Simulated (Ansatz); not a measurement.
**HfIn4SiO6 in Ansatz: the effect of Hubbard term**

Crystal: HfIn4SiO6.

```xyz
12
Lattice="2.7159 -4.7036 0.0083 2.7159 4.7036 0.0083 -1.8792 0.0000 7.4013" Properties=species:S:1:pos:R:3 pbc="T T T"
Hf    2.7159   -2.7125    0.0083
In    1.7763   -1.1453    3.7090
In    2.7159    0.4231    0.0083
In    1.7763    2.0313    3.7090
In    1.7763   -4.3098    3.7090
Si    2.7159    3.5589    0.0083
O    -1.1497    0.2444    6.4159
O     4.7022    0.2444    1.0021
O     1.9910   -1.2091    6.4253
O     1.5616   -1.2091    0.9927
O     1.8741    2.2355    0.9933
O     1.6785    2.2355    6.4246
```

The cell was built by a generator and needn't be a form met in nature.

Alike in all runs:

| Quantity | Value |
| --- | --- |
| Program | Ansatz 0.2.0 |
| Task | projected density of states |
| Functional | PBE |
| Potentials or basis | Ansatz PAW |
| Cutoff | 420 eV (not typed: the program's choice for these potentials) |
| k mesh | 6 × 6 × 4 |
| Occupations | fermi-dirac, width 0.05 eV |
| Spin | no spin polarisation |
| Hubbard projectors | ortho-atomic (the default) |
| Double counting | fll (the default) |

```csv
Hubbard term,pressure (GPa),largest force (eV/Å)
Hf d U = 2 eV,0.5,0.10
Hf d U = 4 eV,1.0,0.20
Hf d U = 6 eV,?,?
Hf d U = 8 eV,2.2,0.45
```

Q: What does the run with Hubbard term Hf d U = 6 eV give?

A: Pressure 1.6 GPa; largest force 0.32 eV/Å.

Worked out: A straight line through the other rows of the pressure, of slope 0.286 GPa per eV, gives 1.6 GPa, against the run's 1.6. A straight line through the other rows of the largest force, of slope 0.0589 eV/Å per eV, gives 0.33 eV/Å, against the run's 0.32.

Caveats: U without spin polarisation on a metal has little footing.
